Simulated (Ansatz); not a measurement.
**Eu2ZnGe3 (P6_3/mmc): the equilibrium volume**

Aim: the volume at which the pressure of Eu2ZnGe3 (P6_3/mmc) vanishes.

Program: Ansatz 0.2.0. Level of theory: DFT PBEsol, scalar-relativistic, plane waves, PAW. These are calculated values, not measurements.

### 1 The starting structure

Symmetry: P6_3/mmc, No. 194, hexagonal system. The conventional cell has a = 4.256 Å, b = 4.256 Å, c = 17.928 Å, α = 90.00°, β = 90.00°, γ = 120.00°. Eu (site symmetry 3m) has 6 Ge at 3.09 to 3.28 Å and 3 Zn at 3.28 Å in its first shell of neighbours. Around Ge (site symmetry -6m2) lie 3 Zn at 2.46 Å. Ge (site symmetry 3m) has 3 Ge at 2.61 Å and 3 Eu at 3.09 Å in its first shell of neighbours. Around Zn (site symmetry -6m2) lie 3 Ge at 2.46 Å.

As a file:

```cif
data_structure
_symmetry_space_group_name_H-M 'P6_3/mmc'
_symmetry_Int_Tables_number 194
_cell_length_a 4.2558
_cell_length_b 4.2558
_cell_length_c 17.9285
_cell_angle_alpha 90.000
_cell_angle_beta 90.000
_cell_angle_gamma 120.000
_cell_volume 281.21
loop_
_atom_site_label
_atom_site_type_symbol
_atom_site_symmetry_multiplicity
_atom_site_Wyckoff_symbol
_atom_site_fract_x
_atom_site_fract_y
_atom_site_fract_z
_atom_site_occupancy
Eu1 Eu 4 e 0.00000 0.00000 0.37098 1
Ge1 Ge 2 d 0.33333 0.66667 0.75000 1
Ge2 Ge 4 f 0.33333 0.66667 0.47542 1
Zn1 Zn 2 c 0.33333 0.66667 0.25000 1
```

The moments start at Eu 7.00 μB.

### 2 The first run (PBEsol, 6×6×1 mesh)

File input.yaml:

```yaml
crystal:
  lattice:
    - [4.25578163, 0.0, 0.0]
    - [-2.12789081, 3.685615, 0.0]
    - [0.0, 0.0, 17.92847788]
  atoms:
    - { symbol: Eu, position: [0.0, 0.0, 0.37098266], spin: 7.0 }
    - { symbol: Eu, position: [0.0, 0.0, 0.62901734], spin: 7.0 }
    - { symbol: Eu, position: [0.0, 0.0, 0.87098266], spin: 7.0 }
    - { symbol: Eu, position: [0.0, 0.0, 0.12901734], spin: 7.0 }
    - { symbol: Ge, position: [0.3333333333, 0.6666666667, 0.75] }
    - { symbol: Ge, position: [0.6666666667, 0.3333333333, 0.25] }
    - { symbol: Ge, position: [0.3333333333, 0.6666666667, 0.47541887] }
    - { symbol: Ge, position: [0.6666666667, 0.3333333333, 0.52458113] }
    - { symbol: Ge, position: [0.6666666667, 0.3333333333, 0.97541887] }
    - { symbol: Ge, position: [0.3333333333, 0.6666666667, 0.02458113] }
    - { symbol: Zn, position: [0.3333333333, 0.6666666667, 0.25] }
    - { symbol: Zn, position: [0.6666666667, 0.3333333333, 0.75] }
basis:
  ecutwfc: 420
kpoints:
  mp_grid: { grid: [6, 6, 1] }
hamiltonian:
  xc: pbesol
scf:
  occupations: { method: gaussian, width: 0.1 }
  lower_state_search: "off"
output:
  forces: true
  stress: true
  eigenvalues: true
  populations: true
  hubbard: { sites: [{ species: Eu, l: f }] }
magnetization:
  spin_polarized: true
```

The run is started by

```
$ ansatz run input.yaml --threads 8 --pin off --max-ram 14336MiB --backend cpu --events-out ev --progress --plain --runs-dir out
```

Standard output:

```text
Warning: RAYON_NUM_THREADS=8 ignored (pool sized by the plan → 8); use --threads N
Eu: projections on atomic orbitals take those of the free atom [Kr 4d10] 4f7 5s2 5p6 5d0 6s2, of charge +0.00 (hamiltonian.pseudopotentials.projection_atoms); the dataset's partial waves leave at most 1.0e-3 of an orbital's norm unspanned inside its sphere
Engine: ansatz 0.2.0, aarch64-unknown-linux-gnu
Pseudopotentials: kind: paw
Pseudopotential: Eu, paw, valence charge 17, recommended cutoff 420 eV (normal), Eu.paw.azcp
Pseudopotential: Ge, paw, valence charge 14, recommended cutoff 420 eV (normal), Ge.paw.azcp
Pseudopotential: Zn, paw, valence charge 12, recommended cutoff 420 eV (normal), Zn.paw.azcp
Functional definition: PBEsol
  exchange = pbesol_x
  correlation = pbesol_c
Crystal: 12 atoms, lattice volume = 281.211 Å³
Basis set: ecut = 420 eV, 5501 PW (Γ), exchange–correlation on 60×60×240 points (8 copies of the dense FFT grid, shifted against one another)
Bands: 123, of which v1, the nominal top of the filled ones, is band 88 counted from 1 (87 counted from 0)
Symmetry: 24 space group operations
Space group: P63/mmc (ITA 194), of the structure as read, at distance tolerance 6.6e-5 Å
Magnetic group: BNS 194.263 (UNI 1493), of the structure as read, at distance tolerance 6.6e-5 Å
k-points: 7 of 36
Non-local potential: Eu, projectors of the file, l = 0: 3, l = 1: 2, l = 2: 2, l = 3: 3
Non-local potential: Ge, projectors of the file, l = 0: 2, l = 1: 2, l = 2: 3, l = 3: 1
Non-local potential: Zn, projectors of the file, l = 0: 2, l = 1: 2, l = 2: 3, l = 3: 1
PAW form: soft (Blöchl's): semilocal exchange-correlation on the pseudo side does not see the compensation charge
PAW frozen core: Eu, regenerated for the run's functional, and the local potential with it (the file was generated under x = pbe(κ = 0.804, μ = 0.2195149727645171), c = pbe(β = 0.06672455060314922))
PAW frozen core: Ge, regenerated for the run's functional, and the local potential with it (the file was generated under x = pbe(κ = 0.804, μ = 0.2195149727645171), c = pbe(β = 0.06672455060314922))
PAW frozen core: Zn, regenerated for the run's functional, and the local potential with it (the file was generated under x = pbe(κ = 0.804, μ = 0.2195149727645171), c = pbe(β = 0.06672455060314922))
PAW one-centre angular grid: Eu, 590 points (default); XC on 64 Gauss nodes
PAW one-centre angular grid: Ge, 590 points (default); XC on 64 Gauss nodes
PAW one-centre angular grid: Zn, 590 points (default); XC on 64 Gauss nodes
Initial density: superposition of atomic densities (chi_scale 0.1, normalization cell)
Starting moments: Σ|m| = 28 μB on 4 of 12 sites
Initial wavefunctions: pseudopotential atomic-orbital guess
Functional: x = pbesol(κ = 0.804, μ = 0.12345679012345678), c = pbesol(β = 0.046)
SCF iter   1: F=—  HF=-66740.911457 eV  |F-HF|=—  |Δ(HF+E_count)|=         —  Δρ=2.41e-1 (↑2.41e-1 ↓1.83e-1)  dr2=1.42e1  dr2_m=1.15e2  M=28.696 μB ∫|m|=29.549 μB  β_m=1.00  ethr=3.10e-3  ⟨swp⟩=5.9  Hψ=6550  notcnv=0  defer=1
preconditioner: auto → Kerker (q_TF=auto, 2.523 Å⁻¹)  [metal: Δε(μ)=0.081 eV  Ē_g=15.462 eV  σ=0.100 eV  W_gap=0.42  n_scr=80 (ndim 8)  ℏωp=28.7 eV  f_vac=0.000  D(μ)=3.44/eV (n_scr^D=8)]
spin=Collinear: Kerker preconditioning applied to the charge; magnetization (m = ρ↑ − ρ↓) channel mixes plain (no charge-response kernel on spin).
SCF iter   2: F=—  HF=-66714.765566 eV  |F-HF|=—  |Δ(HF+E_count)|=    2.61e1  Δρ=3.07e-2 (↑3.07e-2 ↓2.05e-2)  dr2=2.08e0  dr2_m=1.36e0  M=27.999 μB ∫|m|=28.646 μB  β_m=1.00  ethr=3.10e-3  ⟨swp⟩=3.5  Hψ=4401  notcnv=0  defer=214
SCF iter   3: F=—  HF=-66723.532007 eV  |F-HF|=—  |Δ(HF+E_count)|=    8.77e0  Δρ=9.71e-3 (↑9.71e-3 ↓7.26e-3)  dr2=9.21e-1  dr2_m=2.56e-2  M=27.892 μB ∫|m|=28.422 μB  β_m=1.00  ethr=1.18e-3  ⟨swp⟩=2.9  Hψ=3017  notcnv=0  defer=218
SCF iter   4: F=—  HF=-66736.258010 eV  |F-HF|=—  |Δ(HF+E_count)|=    1.27e1  Δρ=3.12e-2 (↑3.12e-2 ↓4.72e-3)  dr2=2.14e0  dr2_m=7.58e-1  M=27.172 μB ∫|m|=27.601 μB  β_m=0.30  ethr=5.23e-4  ⟨swp⟩=3.9  Hψ=4388  notcnv=0  defer=215
SCF iter   5: F=—  HF=-66742.810969 eV  |F-HF|=—  |Δ(HF+E_count)|=    6.55e0  Δρ=4.17e-3 (↑2.68e-3 ↓4.17e-3)  dr2=4.20e-2  dr2_m=1.79e-2  M=27.816 μB ∫|m|=28.234 μB  β_m=1.00  ethr=5.23e-4  ⟨swp⟩=3.1  Hψ=2887  notcnv=0  defer=215
SCF iter   6: F=—  HF=-66745.685735 eV  |F-HF|=—  |Δ(HF+E_count)|=    2.87e0  Δρ=9.21e-3 (↑9.21e-3 ↓2.77e-3)  dr2=3.39e-1  dr2_m=3.31e-2  M=27.908 μB ∫|m|=28.370 μB  β_m=1.00  ethr=2.39e-5  ⟨swp⟩=2.5  Hψ=3402  notcnv=0  defer=215
SCF iter   7: F=—  HF=-66747.167013 eV  |F-HF|=—  |Δ(HF+E_count)|=    1.48e0  Δρ=9.83e-3 (↑9.83e-3 ↓2.32e-3)  dr2=3.39e-1  dr2_m=4.56e-2  M=27.901 μB ∫|m|=28.345 μB  β_m=1.00  ethr=2.39e-5  ⟨swp⟩=3.1  Hψ=3165  notcnv=0  defer=215
SCF iter   8: F=—  HF=-66747.651425 eV  |F-HF|=—  |Δ(HF+E_count)|=   4.84e-1  Δρ=6.73e-3 (↑6.73e-3 ↓1.60e-3)  dr2=1.56e-1  dr2_m=2.25e-2  M=27.883 μB ∫|m|=28.303 μB  β_m=1.00  ethr=2.39e-5  ⟨swp⟩=2.7  Hψ=3195  notcnv=0  defer=214
SCF iter   9: F=—  HF=-66747.834747 eV  |F-HF|=—  |Δ(HF+E_count)|=   1.83e-1  Δρ=1.69e-3 (↑1.69e-3 ↓9.27e-4)  dr2=1.49e-2  dr2_m=1.54e-3  M=27.848 μB ∫|m|=28.247 μB  β_m=1.00  ethr=2.39e-5  ⟨swp⟩=2.4  Hψ=3431  notcnv=0  defer=214
SCF iter  10: F=—  HF=-66747.919691 eV  |F-HF|=—  |Δ(HF+E_count)|=   8.49e-2  Δρ=2.41e-3 (↑2.41e-3 ↓4.97e-4)  dr2=2.27e-2  dr2_m=2.83e-3  M=27.862 μB ∫|m|=28.272 μB  β_m=1.00  ethr=8.46e-6  ⟨swp⟩=2.0  Hψ=2195  notcnv=0  defer=214
[... 2 lines left out ...]
Mixer restart at iter 12: flushing history
spin-set hold released at iteration 12 (site moments contracting): the magnetisation degrees of freedom join the quasi-Newton model from the next iteration; the mixer history was flushed
SCF iter  13: F=—  HF=-66747.976663 eV  |F-HF|=—  |Δ(HF+E_count)|=   5.31e-3  Δρ=3.52e-4 (↑3.52e-4 ↓2.16e-4)  dr2=9.16e-5  dr2_m=2.02e-4  M=27.835 μB ∫|m|=28.237 μB  β_m=0.61  ethr=3.68e-8  ⟨swp⟩=2.5  Hψ=2990  notcnv=0  defer=214
SCF iter  14: F=—  HF=-66747.982569 eV  |F-HF|=—  |Δ(HF+E_count)|=   5.91e-3  Δρ=6.83e-4 (↑6.83e-4 ↓8.33e-5)  dr2=1.45e-3  dr2_m=2.59e-4  M=27.847 μB ∫|m|=28.255 μB  β_m=0.44  ethr=3.68e-8  ⟨swp⟩=2.5  Hψ=3247  notcnv=0  defer=214
SCF iter  15: F=—  HF=-66747.982445 eV  |F-HF|=—  |Δ(HF+E_count)|=   1.23e-4  Δρ=2.83e-4 (↑2.83e-4 ↓6.68e-5)  dr2=1.48e-4  dr2_m=7.53e-5  M=27.837 μB ∫|m|=28.241 μB  β_m=0.54  ethr=3.68e-8  ⟨swp⟩=2.1  Hψ=2779  notcnv=0  defer=214
SCF iter  16: F=—  HF=-66747.982439 eV  |F-HF|=—  |Δ(HF+E_count)|=   6.25e-6  Δρ=1.29e-4 (↑1.29e-4 ↓2.89e-5)  dr2=3.54e-5  dr2_m=1.50e-5  M=27.838 μB ∫|m|=28.244 μB  β_m=0.77  ethr=3.68e-8  ⟨swp⟩=1.2  Hψ=1527  notcnv=0  defer=214
SCF iter  17: F=—  HF=-66747.982430 eV  |F-HF|=—  |Δ(HF+E_count)|=   9.23e-6  Δρ=2.14e-5 (↑2.14e-5 ↓6.90e-6)  dr2=3.22e-6  dr2_m=2.24e-7  M=27.840 μB ∫|m|=28.246 μB  β_m=0.88  ethr=2.01e-8  ⟨swp⟩=1.6  Hψ=1678  notcnv=0  defer=214
SCF iter  18: F=—  HF=-66747.982430 eV  |F-HF|=—  |Δ(HF+E_count)|=   1.13e-7  Δρ=1.92e-5 (↑1.92e-5 ↓6.95e-6)  dr2=1.55e-6  dr2_m=1.78e-7  M=27.840 μB ∫|m|=28.247 μB  β_m=0.66  ethr=1.83e-9  ⟨swp⟩=2.4  Hψ=2370  notcnv=0  defer=214
iter 19 met the thresholds in force, and the SCF goes on: an eigenvalue changes by 1.22 meV, over its tolerance of 0.50 meV (output.eigenvalues, Limitations)
SCF iter  19: F=-66747.982430 eV  HF=-66747.982430 eV  |F-HF|=9.11e-8  |Δ(HF+E_count)|=   3.52e-7  Δρ=2.65e-6 (↑2.65e-6 ↓2.03e-6)  dr2=9.75e-8  dr2_m=3.53e-9  M=27.840 μB ∫|m|=28.246 μB  β_m=0.62  ethr=5.68e-11  ⟨swp⟩=11.7  Hψ=9103  notcnv=0
SCF iter  20: F=-66747.982430 eV  HF=-66747.982430 eV  |F-HF|=4.28e-8  |Δ(HF+E_count)|=   4.31e-9  Δρ=3.40e-6 (↑3.40e-6 ↓1.06e-6)  dr2=5.71e-8  dr2_m=6.27e-9  M=27.840 μB ∫|m|=28.246 μB  ethr=5.54e-11  ⟨swp⟩=2.6  Hψ=4990  notcnv=0
SCF 1 converged in 20 iterations: F = -66747.982430 eV  dr2 = 5.71e-8
SCF converged after 20 iterations
an eigenvalue changed by more than its tolerance at an iteration that met the thresholds in force, so the SCF went on 1 time: the last check found none over its tolerance
Magnetization: 27.8398 μB (101.9199 up, 74.0801 down)
Absolute magnetization: 28.2523 μB (∫|ρ↑−ρ↓|, with the PAW one-centre terms)
Spin contamination: 0.1274 ħ² per cell (⟨S²⟩ above its minimum at these occupations)
Per-site moments (μB) at R_I (Å): [(6.72524740458247, 1.2742872899025328), (6.7252474045824675, 1.2742872899025335), (6.725247404582476, 1.2742872899025328), (6.725247404582475, 1.2742872899025333), (-0.03471495616840135, 1.0135441256241327), (-0.03471495616840078, 1.0135441256241327), (-0.012370936772817849, 1.0767830051412497), (-0.012370936772817457, 1.0767830051412497), (-0.012370936772817224, 1.07678300514125), (-0.012370936772818345, 1.07678300514125), (0.007102303934823086, 1.0135441256241327), (0.007102303934823553, 1.0135441256241327)]
Free energy (F): -66747.982430 eV
Harris-Foulkes:  -66747.982430 eV  (|F-HF|=4.28e-8)
Internal energy: -66747.951679 eV  (E = F + TS)
E sigma→0 (E₀):  -66747.967055 eV
Entropy (-TS):   -0.030750 eV (-2.563 meV/atom)
Fermi energy:    10.884253 eV
--- Per-component energies (eV) ---
  E_band       = -634.066910
  E_kinetic    = 2349.466868
  E_local      = -24687.050972  (includes V_loc(G=0)·N_el)
  E_nonlocal   = 5615.931601
  E_hartree    = 10464.722775
  E_xc         = -1434.466813
  E_vxc        = -1314.933782  (∫ρ·V_xc dr)
  E_paw        = -40579.842193  (= ΣΔE_a)
  E_vpaw       = -3526.944022  (= ΣTr[D̂ρ^β])
  E_aug_tail   = 0.000958  (compensation charges beyond the density's cutoff)
  E_ewald      = -18486.163555
  E_core_change = 9.449652  (= ΣΔE_core)
  E_smearing   = -0.030750  (= −TS)
  E_closure    = -0.000000  (closes the sum)
  Σ components = -66747.982430   (vs F -66747.982430, Δ=0.00e0)
--- Forces (eV/Å), atoms counted from 1 ---
  atom   1  Eu    -0.00000000    -0.00000000    -0.02745631
  atom   2  Eu    -0.00000000     0.00000000     0.02745631
  atom   3  Eu    -0.00000000    -0.00000000    -0.02745631
  atom   4  Eu    -0.00000000     0.00000000     0.02745631
  atom   5  Ge     0.00000000    -0.00000000     0.00000000
  atom   6  Ge     0.00000000     0.00000000    -0.00000000
  atom   7  Ge    -0.00000000    -0.00000000     0.02662470
  atom   8  Ge     0.00000000     0.00000000    -0.02662470
  atom   9  Ge     0.00000000     0.00000000     0.02662470
  atom  10  Ge     0.00000000    -0.00000000    -0.02662470
  atom  11  Zn     0.00000000     0.00000000     0.00000000
  atom  12  Zn    -0.00000000     0.00000000    -0.00000000
  max |Σ_I F_I| component: 1.85e-17 eV/Å
--- Stress (GPa, compression-positive) ---
       -2.956767      -0.000000       0.000000
       -0.000000      -2.956767      -0.000000
        0.000000      -0.000000      -3.813699
  P = ⅓ Tr σ = -3.2424 GPa (-32.424 kbar)
--- Band table (eV; the first three rows and the last of 14) ---
  k-point 0 ↑: bands = ["-30.3450", "-30.3443", "-30.3436", "-30.3429", "-13.8660", "-13.8660", "-13.8660", "-13.8660", "-13.8093", "-13.8093", "-13.8093", "-13.8093", "-13.7345", "-13.7345", "-13.7239", "-13.7239", "-13.6994", "-13.6994", "-13.6994", "-13.6994", "-13.6903", "-13.6903", "-13.6903", "-13.6903", "-12.9709", "-12.9709", "-12.9709", "-12.9709", "-12.9362", "-12.9362", "-12.9362", "-12.9362", "-12.9350", "-12.9350", "-9.2482", "-9.2039", "-9.1845", "-9.1389", "-9.0174", "-9.0174", "-9.0146", "-9.0146", "-9.0122", "-9.0122", "-9.0095", "-9.0095", "-0.4358", "-0.3809", "1.1687", "1.2865", "3.4173", "3.4173", "3.4173", "3.4173", "3.6154", "3.6154", "3.6155", "3.6155", "3.6748", "3.7315", "5.1509", "5.6424", "7.6003", "8.3828", "9.0632", "9.0632", "9.0984", "9.0984", "9.7039", "9.7068", "10.2486", "10.2726", "10.2726", "10.2774", "10.2774", "10.3086", "10.4842", "10.4842", "10.4917", "10.4917", "10.5011", "10.5437", "10.5575", "10.5619", "10.5680", "10.5709", "10.5709", "10.5751", "10.5751", "10.6111", "10.6111", "10.6251", "10.6661", "10.6663", "10.6664", "10.6666", "10.7011", "10.7011", "10.7276", "10.7276", "11.0461", "11.4170", "11.4170", "11.5932", "11.5932", "11.7477", "11.7477", "12.0899", "12.1944", "12.2263", "12.5802", "12.7958", "12.7958", "12.8757", "12.8757", "13.4719", "13.4719", "13.7916", "13.7916", "13.9540", "14.1751", "14.1751", "14.1969"]
[... 3 lines left out ...]
--- Löwdin populations: 12 sites ---
  site symbol       q [e]    m [muB]
     0     Eu     17.0394     7.0124
     1     Eu     17.0394     7.0124
     2     Eu     17.0394     7.0124
     3     Eu     17.0394     7.0124
     4     Ge     14.9245    -0.0951
     5     Ge     14.9245    -0.0951
     6     Ge     14.0312    -0.0206
     7     Ge     14.0312    -0.0206
     8     Ge     14.0312    -0.0206
     9     Ge     14.0312    -0.0206
    10     Zn     10.6816    -0.0039
    11     Zn     10.6816    -0.0039
  spilling = 0.002874 (of n_electrons = 176.000000)
--- Occupation matrices: 4 shells (Löwdin-built; ε = 2.00e-2, provisional) ---
  Eu0 f_4F: site group C3v (3m)
  Eu0 f_4F up     Tr n = 6.7874  λ = 0.954 0.954 0.960 0.968 0.983 0.983 0.986  [7× z3 0.14 E(0.57)]
  Eu0 f_4F dn     Tr n = 0.0296  λ = 0.002 0.002 0.004 0.004 0.006 0.006 0.006  [7× z3 0.14 E(0.57)]
  Eu1 f_4F: site group C3v (3m)
  Eu1 f_4F up     Tr n = 6.7874  λ = 0.954 0.954 0.960 0.968 0.983 0.983 0.986  [7× z3 0.14 E(0.57)]
  Eu1 f_4F dn     Tr n = 0.0296  λ = 0.002 0.002 0.004 0.004 0.006 0.006 0.006  [7× z3 0.14 E(0.57)]
  Eu2 f_4F: site group C3v (3m)
  Eu2 f_4F up     Tr n = 6.7874  λ = 0.954 0.954 0.960 0.968 0.983 0.983 0.986  [7× z3 0.14 E(0.57)]
  Eu2 f_4F dn     Tr n = 0.0296  λ = 0.002 0.002 0.004 0.004 0.006 0.006 0.006  [7× z3 0.14 E(0.57)]
  Eu3 f_4F: site group C3v (3m)
  Eu3 f_4F up     Tr n = 6.7874  λ = 0.954 0.954 0.960 0.968 0.983 0.983 0.986  [7× z3 0.14 E(0.57)]
  Eu3 f_4F dn     Tr n = 0.0296  λ = 0.002 0.002 0.004 0.004 0.006 0.006 0.006  [7× z3 0.14 E(0.57)]
  Tr n, λ and their labels are of the run-group-symmetrised matrices; stabiliser: 24 of 48 elements of G0×{1,Θ} (closed), max defect 4.7e-15 at τ = 4.2e-3
```

Wall time 12 s (8 threads of Arm Neoverse V1, shared host); peak memory 1.6 GiB.

Result: volume 23.434 Å³/atom, pressure -3.24 GPa, metallic, spin moments in the atoms' spheres Eu 6.73 μB.

(Part 1 of 2 ends here.)
